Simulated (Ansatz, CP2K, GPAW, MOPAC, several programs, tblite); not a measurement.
MgGeSb2 (ordering on zincblende) from semi-empirical methods to plane-wave DFT

An ordered 4-atom cell of MgGeSb2 on the zincblende lattice (P-4m2), relaxed with r2SCAN in Ansatz, was computed with several methods. It is tetragonal, P-4m2 (No. 115); a = 4.402 Å, c = 6.495 Å in the conventional setting, 31.47 Å³ an atom. Around Mg lie 4 Sb at 2.78 Å; around Sb lie 2 Ge at 2.69 Å and 2 Mg at 2.78 Å; around Ge lie 4 Sb at 2.69 Å. No spin polarisation and no zero-point or thermal motion; the cell was built from a prototype and may be hypothetical.

```xyz
4
Lattice="4.4024 0.0000 0.0000 0.0000 4.4024 0.0000 0.0000 0.0000 6.4952" Properties=species:S:1:pos:R:3 pbc="T T T"
Mg    0.0000    0.0000    0.0000
Sb    0.0000    2.2012    1.6936
Ge    2.2012    2.2012    3.2476
Sb    2.2012    0.0000    4.8016
```

Gaps and times are for a single point on this cell; volume and bulk modulus come from each method's own relaxation or energy curve at fixed shape, which is too stiff where a cell has free coordinates or axes. Times are rough, from shared hosts (Arm Neoverse V1), and each method has its own mesh and cell size. A double dagger marks a value from a curve with shape and coordinates held. PM7 (MOPAC): levels, charges or heat of formation failed a check of plausibility, so no values are given. PM6 (MOPAC), PM7 (MOPAC), GFN1-xTB (tblite) treat a cluster of cells at its zone centre, which samples few k points: where these miss a band edge, the gap comes out too large for that reason alone. Gaps from k meshes are read at a limited set of points (mesh, symmetry points, PBE's band edges), so each method's own least gap may be somewhat smaller. xTB and the PM methods were fitted mostly to molecules, and can miss a solid's gap by electronvolts. Minimal bases can be far off for gaps. d marks a direct gap, i an indirect one (no mark: not told apart), a dash a value that wasn't computed or didn't pass its checks.

| method | kind | gap (eV) | own volume (Å³/atom) | bulk modulus (GPa) | atoms computed | processor time |
| --- | --- | --- | --- | --- | --- | --- |
| GFN1-xTB (tblite) | tight binding | 0 | 29.84‡ | 56‡ | 32 | 2.2 s |
| light PBE (260 eV and a coarse mesh) | light plane-wave | overlap 0.30 | – | – | 4 | 2.3 s |
| PM6 (MOPAC) | semi-empirical | 4.74 | – | – | 32 | 3.3 s |
| PBE/SZV (CP2K) | small basis | 0 | 32.23‡ | 39‡ | 4 | 12 s |
| PBE | semilocal | overlap 0.36 | 32.47 | 39‡ | 4 | 14 s |
| PBE/single zeta (GPAW) | small basis | overlap 0.41 | – | – | 4 | 16 s |
| PBE/DZVP (CP2K) | small basis | overlap 0.37 | 33.26‡ | 34‡ | 4 | 17 s |
| PM7 (MOPAC) | semi-empirical | – | – | – | 32 | 34 s |
| r2SCAN | semilocal | overlap 0.27 | 31.47 | 44‡ | 4 | 37 s |

Volumes against r2SCAN's: PBE +3.2 %.

Runs without a result: GFN2-xTB (tblite) (single point).

With PBE and r2SCAN the bands overlap or touch, or nearly. Semilocal functionals can close a real gap, so this doesn't show a metal; small gaps of other methods may in turn close between the points read or with spin-orbit coupling, and the solid may be a semimetal.

Spin-orbit coupling is left out, which matters wherever the heavy atoms make up the band edges.
